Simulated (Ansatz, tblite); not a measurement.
**Al10As9 wurtzite ring sphere (Al10As9H26−): rung by rung**

An exercise on one series of results from a longer session: the logs are not shown, and one member is left open.

Computed with Ansatz 0.2.0, Gaussian basis. Level: as each input shows.

Levels to be run: GFN1-xTB, GFN2-xTB, PBE-D4/def2-TZVP, r2SCAN-D4/def2-TZVP, B97M-V/def2-TZVP, LDA/def2-TZVP, PBE-D4/def2-SVP, PBE0-D4/def2-SVP, HF/STO-3G, HF/6-31G, B3LYP-D4/6-31G, MP2/def2-SVP, RPA/def2-SVP.

## The structure

The geometry is that of the singlet, from an earlier relaxation (PBE-D4/def2-SVP).

45 atoms, charge -1, spin multiplicity 1.

Bond lengths: Al1–As2 2.574 Å, Al1–As5 2.479 Å, Al1–H20 1.607 Å, Al1–H21 1.609 Å, As2–Al7 2.506 Å, As2–H22 1.529 Å, As2–H23 1.529 Å, Al3–As4 2.529 Å, Al3–As5 2.501 Å, Al3–H24 1.611 Å, Al3–H25 1.615 Å, As4–Al9 2.529 Å, As4–H26 1.528 Å, As4–H27 1.532 Å, As5–Al6 2.470 Å, As5–Al14 2.446 Å, Al6–As8 2.538 Å, Al6–As10 2.470 Å and more. Angles: As2–Al1–As5 99.3°, As2–Al1–H20 104.5°, As2–Al1–H21 103.1°, As5–Al1–H20 113.6°, As5–Al1–H21 111.7°, H20–Al1–H21 121.3°, Al1–As2–Al7 122.7°, Al1–As2–H22 111.2°, Al1–As2–H23 111.9°, Al7–As2–H22 104.4°, Al7–As2–H23 107.0°, H22–As2–H23 96.1°, As4–Al3–As5 100.1°, As4–Al3–H24 109.0°, As4–Al3–H25 104.3°, As5–Al3–H24 111.2°, As5–Al3–H25 110.2°, H24–Al3–H25 119.8° and more.

The ion is computed in the gas phase, without counter-ions or solvent.

PBE0-D4/def2-TZVP was run before; its log isn't repeated, and its numbers join the tables.

Set-up of the first run:

Tight binding, by tblite at 300 K electronic temperature and without a spin-polarisation term:

```python
tblite.interface.Calculator('GFN1-xTB', numbers, positions, charge=-1, uhf=0).singlepoint()
```

Tight binding, by tblite at 300 K electronic temperature and without a spin-polarisation term:

```python
tblite.interface.Calculator('GFN2-xTB', numbers, positions, charge=-1, uhf=0).singlepoint()
```

start.molden holds the orbitals of an earlier run on this state, given as this run's starting guess.

in.yaml reads:

```yaml
crystal:
  periodic: [false, false, false]
  atoms:
    - {symbol: Al, position_ang: [0.606861, -4.398650, -0.545773]}
    - {symbol: As, position_ang: [0.588338, -4.129364, 2.013641]}
    - {symbol: Al, position_ang: [0.955864, -2.032884, -3.676439]}
    - {symbol: As, position_ang: [-0.961253, -0.558854, -4.417889]}
    - {symbol: As, position_ang: [0.597868, -2.008427, -1.201711]}
    - {symbol: Al, position_ang: [-1.430824, -0.826537, -0.435500]}
    - {symbol: Al, position_ang: [0.683753, -1.894006, 3.141891]}
    - {symbol: As, position_ang: [-1.227390, -0.707446, 2.091556]}
    - {symbol: Al, position_ang: [-1.279086, 1.839391, -3.679723]}
    - {symbol: As, position_ang: [-1.440298, 1.520265, -1.204784]}
    - {symbol: Al, position_ang: [-3.505051, 2.725971, -0.551746]}
    - {symbol: Al, position_ang: [-1.301863, 1.542232, 3.139059]}
    - {symbol: As, position_ang: [-3.286157, 2.572756, 2.007884]}
    - {symbol: Al, position_ang: [2.668714, -0.993634, -0.386679]}
    - {symbol: As, position_ang: [2.582011, -0.698064, 2.101533]}
    - {symbol: As, position_ang: [2.394611, 1.382192, -1.172445]}
    - {symbol: Al, position_ang: [0.472999, 2.807760, -0.389816]}
    - {symbol: Al, position_ang: [2.880403, 1.666796, 2.921370]}
    - {symbol: As, position_ang: [0.683100, 2.588270, 2.098925]}
    - {symbol: H, position_ang: [-0.767612, -5.161524, -0.878823]}
    - {symbol: H, position_ang: [2.033564, -5.086436, -0.828539]}
    - {symbol: H, position_ang: [-0.629998, -4.815149, 2.632106]}
    - {symbol: H, position_ang: [1.634774, -5.016603, 2.688605]}
    - {symbol: H, position_ang: [0.745781, -3.510732, -4.281904]}
    - {symbol: H, position_ang: [2.278470, -1.189187, -4.058023]}
    - {symbol: H, position_ang: [-2.256079, -1.306337, -4.104549]}
    - {symbol: H, position_ang: [-1.086070, -0.632219, -5.943201]}
    - {symbol: H, position_ang: [-2.787877, -1.610647, -0.778584]}
    - {symbol: H, position_ang: [0.665787, -1.995229, 4.741667]}
    - {symbol: H, position_ang: [-2.457203, -1.417138, 2.659553]}
    - {symbol: H, position_ang: [-2.662793, 2.396448, -4.287852]}
    - {symbol: H, position_ang: [0.113788, 2.561407, -4.060652]}
    - {symbol: H, position_ang: [-4.854105, 1.920770, -0.888834]}
    - {symbol: H, position_ang: [-3.382939, 4.305493, -0.832363]}
    - {symbol: H, position_ang: [-1.399667, 1.579651, 4.738708]}
    - {symbol: H, position_ang: [-4.487555, 1.854166, 2.622327]}
    - {symbol: H, position_ang: [-3.539021, 3.920500, 2.684308]}
    - {symbol: H, position_ang: [4.063053, -1.630130, -0.853048]}
    - {symbol: H, position_ang: [3.815511, -1.445297, 2.608011]}
    - {symbol: H, position_ang: [2.298750, 1.325333, -2.692846]}
    - {symbol: H, position_ang: [3.712515, 2.143715, -1.062666]}
    - {symbol: H, position_ang: [0.619115, 4.332862, -0.858369]}
    - {symbol: H, position_ang: [2.939615, 1.702255, 4.528799]}
    - {symbol: H, position_ang: [4.056246, 2.345444, 2.049428]}
    - {symbol: H, position_ang: [0.651368, 4.030820, 2.603365]}
basis:
  gaussian: {orbitals: def2-TZVP, fitting: {mean_field: def2-universal-jkfit}, initial_orbitals: start.molden}
total_charge: -1
hamiltonian: {xc: pbe, dispersion: d4}
scf: {omitted_lower_state_checks: [starts]}
output: {forces: true, orbitals: {seedname: orbitals}}
```

Started as:

```sh
$ ansatz run in.yaml --threads 4 --pin off --events-out ev --progress --plain --max-ram 46080MiB --backend cuda --devices 0, --max-vram 37GiB
```

Among the steps run: PBE-D4/def2-TZVP; r2SCAN-D4/def2-TZVP; B97M-V/def2-TZVP; LDA/def2-TZVP; PBE-D4/def2-SVP; PBE0-D4/def2-SVP; HF/STO-3G; HF/6-31G; B3LYP-D4/6-31G; MP2/def2-SVP; RPA/def2-SVP.

One table of the session follows, with a row left open; its other results are not shown here.

It belongs to the step «Levels side by side». 

```
              level  HOMO (eV)  LUMO (eV)  gap (eV)
          HF/STO-3G      -2.88      11.72     14.60
           HF/6-31G      -6.38       4.08     10.45
      LDA/def2-TZVP      -3.48       0.05      3.53
    PBE-D4/def2-SVP      -3.35       0.34      3.68
   PBE-D4/def2-TZVP      -3.41       0.21      3.62
r2SCAN-D4/def2-TZVP          ?          ?         ?
   B97M-V/def2-TZVP      -3.85       0.08      3.93
     B3LYP-D4/6-31G      -4.04       1.23      5.27
   PBE0-D4/def2-SVP      -4.33       1.01      5.33
  PBE0-D4/def2-TZVP      -4.35       0.90      5.25
```

Q: Estimate the row for r2SCAN-D4/def2-TZVP from the others.

As computed: HOMO (eV): -3.65; LUMO (eV): 0.34; gap (eV): 3.99. In the column «HOMO (eV)» it lies between B97M-V/def2-TZVP (-3.85) and LDA/def2-TZVP (-3.48).
